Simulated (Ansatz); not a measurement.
# C2H8AlNSi: single points with varied inputs

Aim: run C2H8AlNSi under a spread of inputs, and see what each costs and gives.

Program: Ansatz 0.2.0, Gaussian basis. Level of theory: the settings change from run to run. These are calculated values, not measurements.

## Step 1: The geometry

An earlier PBE0-D4 in a triple-zeta def2 set relaxation fixed the geometry.

13 atoms, charge 0, spin multiplicity 1.

Atoms are counted from 1 here; the program's logs count them from 0.

Bond lengths: Al1–C2 2.020 Å, Al1–N3 1.966 Å, Al1–H6 1.584 Å, Al1–H7 1.585 Å, C2–N3 1.417 Å, C2–H8 1.089 Å, C2–H9 1.092 Å, N3–C4 1.281 Å, C4–Si5 1.873 Å, C4–H10 1.098 Å, Si5–H11 1.483 Å, Si5–H12 1.486 Å, Si5–H13 1.487 Å. Angles: C2–Al1–N3 41.6°, C2–Al1–H6 113.6°, C2–Al1–H7 121.2°, N3–Al1–H6 116.6°, N3–Al1–H7 109.3°, H6–Al1–H7 124.6°, Al1–C2–N3 67.2°, Al1–C2–H8 137.9°, Al1–C2–H9 100.6°, N3–C2–H8 117.0°, N3–C2–H9 111.0°, H8–C2–H9 114.2°, Al1–N3–C2 71.2°, Al1–N3–C4 137.1°, C2–N3–C4 126.6°, N3–C4–Si5 121.1°, N3–C4–H10 117.9°, Si5–C4–H10 121.1° and more.

## Step 2: wB97X/def2-TZVP

This run has a grid of angular degree 23, relativity set to none.

in.yaml

```yaml
crystal:
  periodic: [false, false, false]
  atoms:
    - {symbol: Al, position_ang: [-0.637794, -0.251782, 1.907006]}
    - {symbol: C, position_ang: [-0.225635, -1.811051, 0.691161]}
    - {symbol: N, position_ang: [-0.321283, -0.581011, -0.005472]}
    - {symbol: C, position_ang: [0.476184, -0.152684, -0.911438]}
    - {symbol: Si, position_ang: [0.437452, 1.636085, -1.467044]}
    - {symbol: H, position_ang: [-2.149051, -0.195788, 2.376727]}
    - {symbol: H, position_ang: [0.516931, 0.672878, 2.476361]}
    - {symbol: H, position_ang: [0.625257, -2.448581, 0.454280]}
    - {symbol: H, position_ang: [-1.185918, -2.331012, 0.699822]}
    - {symbol: H, position_ang: [1.184173, -0.867194, -1.351502]}
    - {symbol: H, position_ang: [-0.651599, 2.329300, -0.737719]}
    - {symbol: H, position_ang: [1.746734, 2.279367, -1.182544]}
    - {symbol: H, position_ang: [0.204948, 1.686773, -2.934839]}
basis:
  gaussian: {orbitals: def2-TZVP, final_grid: {core_spheres: 8, valence_spheres: 7, degree: 23}}
hamiltonian: {xc: {name: wB97X}, pseudopotentials: {relativity: none}}
output: {forces: true}
```

Started as:

```console
$ ansatz run in.yaml --threads 4 --pin off --events-out ev --progress --plain --max-ram 10444MiB
```

The program printed, shortened:

```text
Functional definition: wB97X
  name "wB97X"
  cite "Chai & Head-Gordon, J. Chem. Phys. 128, 084106 (2008) doi:10.1063/1.2834918"
  cite "Becke, J. Chem. Phys. 107, 8554 (1997) doi:10.1063/1.475007"
[...]
  # The coefficients of nought are those of the uniform gas.
[...]
      + exact_x_lr(omega)
[...]
      + integral(e_c_pw_opposite_spin*poly(b97_u_opposite, 1, cos1, cos2, cos3, cos4))
1378 factors; their error is unknown
391 factors; integrals over basis functions are off by at most 1.3e-5 eV
[...]
mean field -18168.17287144 eV, -667.6680381956 hartree, gradient 8.3e-5 eV, S^2 0.000000; 0 other end points of the search recorded, 0 dependent functions left out
[...]
reference -18168.17282445 eV, -667.6680364689 hartree; 27, 27 occupied and 188, 188 virtual orbitals, 1378 factors
Total energy: -18168.17282445 eV, -667.6680364689 hartree
Atom 0 at    -0.637794    -0.251782     1.907006 Å, force     0.013855    -0.113047     0.034355 eV/Å
Atom 1 at    -0.225635    -1.811051     0.691161 Å, force    -0.039262    -0.200526     0.345567 eV/Å
Atom 2 at    -0.321283    -0.581011    -0.005472 Å, force     0.160784     0.391885    -0.423695 eV/Å
Atom 3 at     0.476184    -0.152684    -0.911438 Å, force    -0.138081    -0.183071     0.149906 eV/Å
Atom 4 at     0.437452     1.636085    -1.467044 Å, force     0.000294     0.159046    -0.076194 eV/Å
Atom 5 at    -2.149051    -0.195788     2.376727 Å, force     0.067508     0.019668    -0.009187 eV/Å
Atom 6 at     0.516931     0.672878     2.476361 Å, force    -0.050587    -0.025656    -0.020444 eV/Å
Atom 7 at     0.625257    -2.448581     0.454280 Å, force    -0.013394     0.034607    -0.005279 eV/Å
Atom 8 at    -1.185918    -2.331012     0.699822 Å, force     0.040999     0.011558    -0.080955 eV/Å
Atom 9 at     1.184173    -0.867194    -1.351502 Å, force    -0.024104     0.001271     0.034626 eV/Å
Atom 10 at    -0.651599     2.329300    -0.737719 Å, force     0.049509    -0.039439    -0.029722 eV/Å
Atom 11 at     1.746734     2.279367    -1.182544 Å, force    -0.074718    -0.050658    -0.005340 eV/Å
Atom 12 at     0.204948     1.686773    -2.934839 Å, force     0.007196    -0.005638     0.086362 eV/Å
Dipole moment:     0.216939    -0.141515    -0.418122 e Å
```

Run time: 6 s. Hardware: 4 threads, shared host; peak memory 0.69 GiB.

Largest force 0.599 eV/Å, dipole 2.36 D.

## Step 3: RPBE/def2-TZVPD

Set apart from the defaults: D4 dispersion.

Edit in.yaml of step 2 so:

```diff
@@ -17,4 +17,3 @@
 basis:
-  gaussian: {orbitals: def2-TZVP, final_grid: {core_spheres: 8, valence_spheres: 7, degree: 23}}
-hamiltonian: {xc: {name: wB97X}, pseudopotentials: {relativity: none}}
-output: {forces: true}
+  gaussian: {orbitals: def2-TZVPD}
+hamiltonian: {xc: {name: RPBE}, dispersion: d4}
```

Launched as before.

The program printed:

```text
Functional definition: RPBE
  name "RPBE"
  cite "Hammer, Hansen & Nørskov, Phys. Rev. B 59, 7413 (1999) doi:10.1103/PhysRevB.59.7413"
  cite "Perdew, Burke & Ernzerhof, Phys. Rev. Lett. 77, 3865 (1996) doi:10.1103/PhysRevLett.77.3865"
  parameter kappa = 0.804
  parameter beta = 0.06672455060314922
  exchange = rpbe_x(kappa = kappa, mu = beta*pi^2/3)
  correlation = pbe_c(beta = beta)
1474 factors; their error is unknown
mean field evaluation 1: about -18157.2339 eV, gradient 6.7e1 eV
mean field evaluation 2: about -18111.0286 eV, gradient 1.4e2 eV
mean field evaluation 4: about -18167.4567 eV, gradient 2.1e1 eV
mean field evaluation 8: about -18168.4141 eV, gradient 3.6e-1 eV
mean field evaluation 16: about -18168.3844 eV, gradient 1.5e-3 eV
mean field -18168.38443695 eV, -667.6758130847 hartree, gradient 3.6e-5 eV, S^2 0.000000; 0 other end points of the search recorded, 0 dependent functions left out
reference -18168.38449884 eV, -667.6758153591 hartree; 27, 27 occupied and 242, 242 virtual orbitals, 1474 factors
Total energy: -18169.42136049 eV, -667.7139193219 hartree
```

Run time: 3.8 s. Hardware: 4 threads, shared host; peak memory 0.4 GiB.

## Step 4: B2GP-PLYP/cc-pVTZ

Set apart from the defaults: density fitting with cc-pVTZ-jkfit, the search for lower states set to light.

Edit in.yaml of step 3 so:

```diff
@@ -17,3 +17,4 @@
 basis:
-  gaussian: {orbitals: def2-TZVPD}
-hamiltonian: {xc: {name: RPBE}, dispersion: d4}
+  gaussian: {orbitals: cc-pVTZ, fitting: {mean_field: cc-pVTZ-jkfit}}
+hamiltonian: {xc: {name: B2GP-PLYP}}
+scf: {lower_state_search: light}
```

Same command.

The program printed, shortened:

```text
Functional definition: B2GP-PLYP
  name "B2GP-PLYP"
  cite "Karton, Tarnopolsky, Lamère, Schatz & Martin, J. Phys. Chem. A 112, 12868 (2008) doi:10.1021/jp801805p"
  cite "Becke, Phys. Rev. A 38, 3098 (1988) doi:10.1103/PhysRevA.38.3098"
  cite "Lee, Yang & Parr, Phys. Rev. B 37, 785 (1988) doi:10.1103/PhysRevB.37.785"
[...]
719 factors; integrals over basis functions are off by at most 7.4e-1 eV
[...]
mean field -18148.23512913 eV, -666.9353396798 hartree, gradient 5.8e-6 eV, S^2 0.000000; 0 other end points of the search recorded, 0 dependent functions left out
13 core orbitals not correlated: weight in the atoms' cores, before any rotation towards them, 1.000 or more for the frozen orbitals, at most 0.000 for the correlated occupied ones
reference -18148.23528672 eV, -666.9353454711 hartree; 14, 14 occupied and 243, 243 virtual orbitals, 719 factors
second order -23.76761877 eV of doubles, -0.00000000 eV of singles
Total energy: -18156.79162947 eV, -667.2497852678 hartree
```

Run time: 4.2 s. Hardware: 4 threads, shared host; peak memory 0.48 GiB.

## Step 5: RPA/def2-TZVPP

This run has charge +1, multiplicity 2, a grid of angular degree 47, high accuracy.

Edit in.yaml of step 4 so:

```diff
@@ -17,4 +17,7 @@
 basis:
-  gaussian: {orbitals: cc-pVTZ, fitting: {mean_field: cc-pVTZ-jkfit}}
-hamiltonian: {xc: {name: B2GP-PLYP}}
-scf: {lower_state_search: light}
+  gaussian: {orbitals: def2-TZVPP, final_grid: {core_spheres: 20, valence_spheres: 16, degree: 47}}
+total_charge: 1
+magnetization: {spin_polarized: true, initial_magnetization: 1}
+hamiltonian: {xc: {name: HF}}
+correlation: {method: rpa}
+accuracy: high
```

The command is unchanged.

The program printed:

```text
Functional definition: HF
  name "HF"
  cite "Fock, Z. Phys. 61, 126 (1930) doi:10.1007/BF01340294"
  parent pbe
  exchange = exact_x
  correlation = 0
5136 factors; integrals over basis functions are off by at most 5.3e-8 eV
mean field evaluation 1: about -18096.5101 eV, gradient 3.8e1 eV
mean field evaluation 2: about -18096.5161 eV, gradient 3.8e1 eV
mean field evaluation 4: about -18105.6514 eV, gradient 5.2e0 eV
mean field evaluation 8: about -18107.4166 eV, gradient 1.3e0 eV
mean field evaluation 16: about -18107.4691 eV, gradient 1.7e-2 eV
mean field evaluation 32: about -18100.4535 eV, gradient 1.1e1 eV
mean field -18107.46909495 eV, -665.4372155561 hartree, gradient 1.8e-8 eV, S^2 0.842468; 2 other end points of the search recorded, 0 dependent functions left out
13 core orbitals not correlated: weight in the atoms' cores, before any rotation towards them, 1.000 or more for the frozen orbitals, at most 0.000 for the correlated occupied ones
reference -18107.46909495 eV, -665.4372155561 hartree; 14, 13 occupied and 262, 263 virtual orbitals, 5136 factors
Total energy: -18131.47338968 eV, -666.3193571167 hartree
```

Run time: 62 s. Hardware: 4 threads, shared host; peak memory 3.2 GiB.

⟨S²⟩ 0.842.

## Step 6: B97M-V/ANO-RCC-VTZP

Edit in.yaml of step 5 so:

```diff
@@ -17,7 +17,3 @@
 basis:
-  gaussian: {orbitals: def2-TZVPP, final_grid: {core_spheres: 20, valence_spheres: 16, degree: 47}}
-total_charge: 1
-magnetization: {spin_polarized: true, initial_magnetization: 1}
-hamiltonian: {xc: {name: HF}}
-correlation: {method: rpa}
-accuracy: high
+  gaussian: {orbitals: ANO-RCC-VTZP}
+hamiltonian: {xc: {name: B97M-V}}
```

The command is unchanged.

The program printed, shortened:

```text
Functional definition: B97M-V
  name "B97M-V"
  cite "Mardirossian & Head-Gordon, J. Chem. Phys. 142, 074111 (2015) doi:10.1063/1.4907719"
  cite "Becke, J. Chem. Phys. 107, 8554 (1997) doi:10.1063/1.475007"
  cite "Vydrov & Van Voorhis, J. Chem. Phys. 133, 244103 (2010) doi:10.1063/1.3521275"
  # Of w^i u^j: cxij and so on, Table III.
[...]
  gx(w, u) = cx00 + cx01*u + cx02*u^2 + (cx10 + cx11*u)*w
  gss(w, u) = css00 + css02*u^2 + css10*w + (css32*w^3 + css42*w^4)*u^2
  gos(w, u) = cos00 + cos01*u + cos03*u^3 + cos10*w + cos32*w^3*u^2
[...]
      + integral(e_c_pw_mod_opposite_spin*gos(b97_w_opposite, b97_u_opposite)) + vv10(b, c)
1827 factors; their error is unknown
[...]
mean field -18196.22929413 eV, -668.6990927119 hartree, gradient 1.9e-5 eV, S^2 0.000000; 0 other end points of the search recorded, 0 dependent functions left out
reference -18196.22939294 eV, -668.6990963433 hartree; 27, 27 occupied and 243, 243 virtual orbitals, 1827 factors
Total energy: -18196.22939294 eV, -668.6990963433 hartree
Relativity: scalar
```

Run time: 13 s. Hardware: 4 threads, shared host; peak memory 0.67 GiB.

## Step 7: B2PLYP/cc-pVTZ

Edit in.yaml of step 6 so:

```diff
@@ -17,3 +17,4 @@
 basis:
-  gaussian: {orbitals: ANO-RCC-VTZP}
-hamiltonian: {xc: {name: B97M-V}}
+  gaussian: {orbitals: cc-pVTZ}
+hamiltonian: {xc: {name: B2PLYP}}
+output: {forces: true}
```

Launched as before.

The program printed, shortened:

```text
Functional definition: B2PLYP
  name "B2PLYP"
  cite "Grimme, J. Chem. Phys. 124, 034108 (2006) doi:10.1063/1.2148954"
  cite "Becke, Phys. Rev. A 38, 3098 (1988) doi:10.1103/PhysRevA.38.3098"
  cite "Lee, Yang & Parr, Phys. Rev. B 37, 785 (1988) doi:10.1103/PhysRevB.37.785"
[...]
1548 factors; integrals over basis functions are off by at most 1.3e-3 eV
[...]
mean field -18152.96214216 eV, -667.1090542047 hartree, gradient 4.0e-6 eV, S^2 0.000000; 0 other end points of the search recorded, 0 dependent functions left out
13 core orbitals not correlated: weight in the atoms' cores, before any rotation towards them, 1.000 or more for the frozen orbitals, at most 0.000 for the correlated occupied ones
reference -18152.96235357 eV, -667.1090619740 hartree; 14, 14 occupied and 243, 243 virtual orbitals, 1548 factors
second order -25.17565175 eV of doubles, -0.00000000 eV of singles
[...]
Atom 3 at     0.476184    -0.152684    -0.911438 Å, force     0.382189    -0.020421    -0.362735 eV/Å
Atom 4 at     0.437452     1.636085    -1.467044 Å, force     0.017322     0.247761    -0.101264 eV/Å
Atom 5 at    -2.149051    -0.195788     2.376727 Å, force     0.081686     0.003199    -0.015204 eV/Å
Atom 6 at     0.516931     0.672878     2.476361 Å, force    -0.059658    -0.044211    -0.018763 eV/Å
Atom 7 at     0.625257    -2.448581     0.454280 Å, force    -0.075641     0.067223     0.001195 eV/Å
Atom 8 at    -1.185918    -2.331012     0.699822 Å, force     0.112983     0.040662    -0.028801 eV/Å
Atom 9 at     1.184173    -0.867194    -1.351502 Å, force    -0.065444     0.048753     0.041611 eV/Å
Atom 10 at    -0.651599     2.329300    -0.737719 Å, force     0.074969    -0.040354    -0.056206 eV/Å
Atom 11 at     1.746734     2.279367    -1.182544 Å, force    -0.090137    -0.033556    -0.021015 eV/Å
Atom 12 at     0.204948     1.686773    -2.934839 Å, force     0.011632     0.001622     0.098465 eV/Å
Dipole moment:     0.200738    -0.161822    -0.387446 e Å
```

Run time: 15 s. Hardware: 4 threads, shared host; peak memory 0.92 GiB.

Largest force 0.527 eV/Å, dipole 2.24 D.

## Step 8: CAM-B3LYP/6-31G*

Options: atoms shaken by 0.15 Å.

in.yaml

```yaml
crystal:
  periodic: [false, false, false]
  atoms:
    - {symbol: Al, position_ang: [-0.577784, -0.226304, 2.066620]}
    - {symbol: C, position_ang: [-0.077888, -1.851163, 0.676962]}
    - {symbol: N, position_ang: [-0.529838, -0.729765, -0.102512]}
    - {symbol: C, position_ang: [0.441176, -0.293205, -0.729922]}
    - {symbol: Si, position_ang: [0.618662, 1.445371, -1.621875]}
    - {symbol: H, position_ang: [-2.228957, -0.371610, 2.401121]}
    - {symbol: H, position_ang: [0.536757, 0.702444, 2.434232]}
    - {symbol: H, position_ang: [0.796519, -2.212643, 0.413039]}
    - {symbol: H, position_ang: [-1.096959, -2.400510, 0.602645]}
    - {symbol: H, position_ang: [1.135453, -0.606216, -1.362275]}
    - {symbol: H, position_ang: [-0.818866, 2.256982, -0.733029]}
    - {symbol: H, position_ang: [1.717389, 2.294788, -1.147517]}
    - {symbol: H, position_ang: [-0.008927, 1.743391, -2.953638]}
basis:
  gaussian: {orbitals: "6-31G*"}
hamiltonian: {xc: {name: CAM-B3LYP}}
```

The command is unchanged.

The program printed, shortened:

```text
Functional definition: CAM-B3LYP
  name "CAM-B3LYP"
  cite "Yanai, Tew & Handy, Chem. Phys. Lett. 393, 51 (2004) doi:10.1016/j.cplett.2004.06.011"
  cite "Iikura, Tsuneda, Yanai & Hirao, J. Chem. Phys. 115, 3540 (2001) doi:10.1063/1.1383587"
  cite "Becke, Phys. Rev. A 38, 3098 (1988) doi:10.1103/PhysRevA.38.3098"
  cite "Lee, Yang & Parr, Phys. Rev. B 37, 785 (1988) doi:10.1103/PhysRevB.37.785"
  cite "Vosko, Wilk & Nusair, Can. J. Phys. 58, 1200 (1980) doi:10.1139/p80-159"
[...]
  # Exact exchange under (alpha + beta erf(omega r))/r, Becke's under what is left of 1/r.
[...]
1012 factors; integrals over basis functions are off by at most 6.8e-4 eV
365 factors; integrals over basis functions are off by at most 7.6e-6 eV
[...]
mean field -18160.31402821 eV, -667.3792310337 hartree, gradient 3.3e-5 eV, S^2 0.000000; 0 other end points of the search recorded, 0 dependent functions left out
reference -18160.31418118 eV, -667.3792366553 hartree; 27, 27 occupied and 72, 72 virtual orbitals, 1012 factors
Total energy: -18160.31418118 eV, -667.3792366553 hartree
```

It took 1.8 s on 4 threads, shared host; peak memory 0.25 GiB.

## Step 9: B2GP-PLYP/def2-TZVP

This run has density fitting with def2-universal-jkfit.

in.yaml

```yaml
crystal:
  periodic: [false, false, false]
  atoms:
    - {symbol: Al, position_ang: [-0.637794, -0.251782, 1.907006]}
    - {symbol: C, position_ang: [-0.225635, -1.811051, 0.691161]}
    - {symbol: N, position_ang: [-0.321283, -0.581011, -0.005472]}
    - {symbol: C, position_ang: [0.476184, -0.152684, -0.911438]}
    - {symbol: Si, position_ang: [0.437452, 1.636085, -1.467044]}
    - {symbol: H, position_ang: [-2.149051, -0.195788, 2.376727]}
    - {symbol: H, position_ang: [0.516931, 0.672878, 2.476361]}
    - {symbol: H, position_ang: [0.625257, -2.448581, 0.454280]}
    - {symbol: H, position_ang: [-1.185918, -2.331012, 0.699822]}
    - {symbol: H, position_ang: [1.184173, -0.867194, -1.351502]}
    - {symbol: H, position_ang: [-0.651599, 2.329300, -0.737719]}
    - {symbol: H, position_ang: [1.746734, 2.279367, -1.182544]}
    - {symbol: H, position_ang: [0.204948, 1.686773, -2.934839]}
basis:
  gaussian: {orbitals: def2-TZVP, fitting: {mean_field: def2-universal-jkfit}}
hamiltonian: {xc: {name: B2GP-PLYP}}
output: {forces: true}
```

The command is unchanged.

The program printed, shortened:

```text
Functional definition: B2GP-PLYP
  name "B2GP-PLYP"
  cite "Karton, Tarnopolsky, Lamère, Schatz & Martin, J. Phys. Chem. A 112, 12868 (2008) doi:10.1021/jp801805p"
  cite "Becke, Phys. Rev. A 38, 3098 (1988) doi:10.1103/PhysRevA.38.3098"
  cite "Lee, Yang & Parr, Phys. Rev. B 37, 785 (1988) doi:10.1103/PhysRevB.37.785"
[...]
627 factors; integrals over basis functions are off by at most 7.0e-1 eV
[...]
mean field -18148.21193351 eV, -666.9344872567 hartree, gradient 5.9e-6 eV, S^2 0.000000; 0 other end points of the search recorded, 0 dependent functions left out
13 core orbitals not correlated: weight in the atoms' cores, before any rotation towards them, 1.000 or more for the frozen orbitals, at most 0.000 for the correlated occupied ones
reference -18148.21209186 eV, -666.9344930760 hartree; 14, 14 occupied and 188, 188 virtual orbitals, 627 factors
[...]
Atom 3 at     0.476184    -0.152684    -0.911438 Å, force     0.286337     0.015878    -0.271960 eV/Å
Atom 4 at     0.437452     1.636085    -1.467044 Å, force     0.008394     0.223897    -0.086230 eV/Å
Atom 5 at    -2.149051    -0.195788     2.376727 Å, force     0.135855     0.005344    -0.028421 eV/Å
Atom 6 at     0.516931     0.672878     2.476361 Å, force    -0.103455    -0.074616    -0.036985 eV/Å
Atom 7 at     0.625257    -2.448581     0.454280 Å, force    -0.083249     0.075833    -0.002393 eV/Å
Atom 8 at    -1.185918    -2.331012     0.699822 Å, force     0.109840     0.049856    -0.041440 eV/Å
Atom 9 at     1.184173    -0.867194    -1.351502 Å, force    -0.071759     0.045724     0.048532 eV/Å
Atom 10 at    -0.651599     2.329300    -0.737719 Å, force     0.128213    -0.082834    -0.088736 eV/Å
Atom 11 at     1.746734     2.279367    -1.182544 Å, force    -0.156610    -0.076583    -0.031280 eV/Å
Atom 12 at     0.204948     1.686773    -2.934839 Å, force     0.022740    -0.009560     0.176570 eV/Å
Dipole moment:     0.206772    -0.152778    -0.393973 e Å
```

It took 7.5 s on 4 threads, shared host; peak memory 0.58 GiB.

Largest force 0.413 eV/Å, dipole 2.26 D.

## Step 10: BHLYP/aug-pcseg-2

Edit in.yaml of step 9 so:

```diff
@@ -17,4 +17,3 @@
 basis:
-  gaussian: {orbitals: def2-TZVP, fitting: {mean_field: def2-universal-jkfit}}
-hamiltonian: {xc: {name: B2GP-PLYP}}
-output: {forces: true}
+  gaussian: {orbitals: aug-pcseg-2}
+hamiltonian: {xc: {name: BHLYP}}
```

Same command.

The program printed:

```text
Functional definition: BHLYP
  name "BHLYP"
  cite "Becke, J. Chem. Phys. 98, 1372 (1993) doi:10.1063/1.464304"
  cite "Becke, Phys. Rev. A 38, 3098 (1988) doi:10.1103/PhysRevA.38.3098"
  cite "Lee, Yang & Parr, Phys. Rev. B 37, 785 (1988) doi:10.1103/PhysRevB.37.785"
  parameter a = 0.5
  exchange = (1 - a)*b88_x + a*exact_x
  correlation = lyp_c
1888 factors; their error is unknown
mean field evaluation 1: about -18160.6374 eV, gradient 5.2e1 eV
mean field evaluation 2: about -18158.0776 eV, gradient 6.1e1 eV
mean field evaluation 4: about -18167.1844 eV, gradient 4.4e0 eV
mean field evaluation 8: about -18167.2253 eV, gradient 7.2e-2 eV
mean field evaluation 16: about -18167.3890 eV, gradient 5.3e-5 eV
mean field -18167.38898882 eV, -667.6392310405 hartree, gradient 5.3e-5 eV, S^2 0.000000; 0 other end points of the search recorded, 0 dependent functions left out
reference -18167.38924350 eV, -667.6392404001 hartree; 27, 27 occupied and 395, 395 virtual orbitals, 1888 factors
Total energy: -18167.38924350 eV, -667.6392404001 hartree
```

It took 8.5 s on 4 threads, shared host; peak memory 1.3 GiB.

## Step 11: All runs side by side

| level | charge | multiplicity | geometry | functions | energy (eV) | time |
| --- | --- | --- | --- | --- | --- | --- |
| wB97X/def2-TZVP | 0 | 1 | relaxed | 215 | -18168.173 | 6 s |
| RPBE/def2-TZVPD | 0 | 1 | relaxed | 269 | -18169.421 | 3.8 s |
| B2GP-PLYP/cc-pVTZ | 0 | 1 | relaxed | 270 | -18156.792 | 4.2 s |
| RPA/def2-TZVPP | 1 | 2 | relaxed | 289 | -18131.473 | 62 s |
| B97M-V/ANO-RCC-VTZP | 0 | 1 | relaxed | 270 | -18196.229 | 13 s |
| B2PLYP/cc-pVTZ | 0 | 1 | relaxed | 270 | -18159.760 | 15 s |
| CAM-B3LYP/6-31G* | 0 | 1 | shaken | 99 | -18160.314 | 1.8 s |
| B2GP-PLYP/def2-TZVP | 0 | 1 | relaxed | 215 | -18156.486 | 7.5 s |
| BHLYP/aug-pcseg-2 | 0 | 1 | relaxed | 422 | -18167.389 | 8.5 s |

## Step 12: Results

| quantity | value |
| --- | --- |
| runs | 9 |
| quickest | CAM-B3LYP/6-31G*, 1.8 s |
| slowest | RPA/def2-TZVPP, 62 s |
| spread of total energies, same state and geometry | 39.7 eV |
| dipole, same state and geometry | 2.24 to 2.36 D |

What this shows: RPA/def2-TZVPP took 34 times as long as CAM-B3LYP/6-31G*. The jobs differ in tasks and options as well as level. The totals spread over 40 eV; they can't be compared across methods or bases. Some of these runs are scalar-relativistic and others not, which shifts the totals of all-electron atoms past neon by eV; core potentials, where a basis has them, take the core out of the total altogether. At the PBE0-D4/def2-TZVP geometry and in the same state, runs without warnings or point charges leave forces up to 0.60 eV/Å (wB97X/def2-TZVP). At that geometry and state the dipole changes by 6 % between the lowest and highest value.
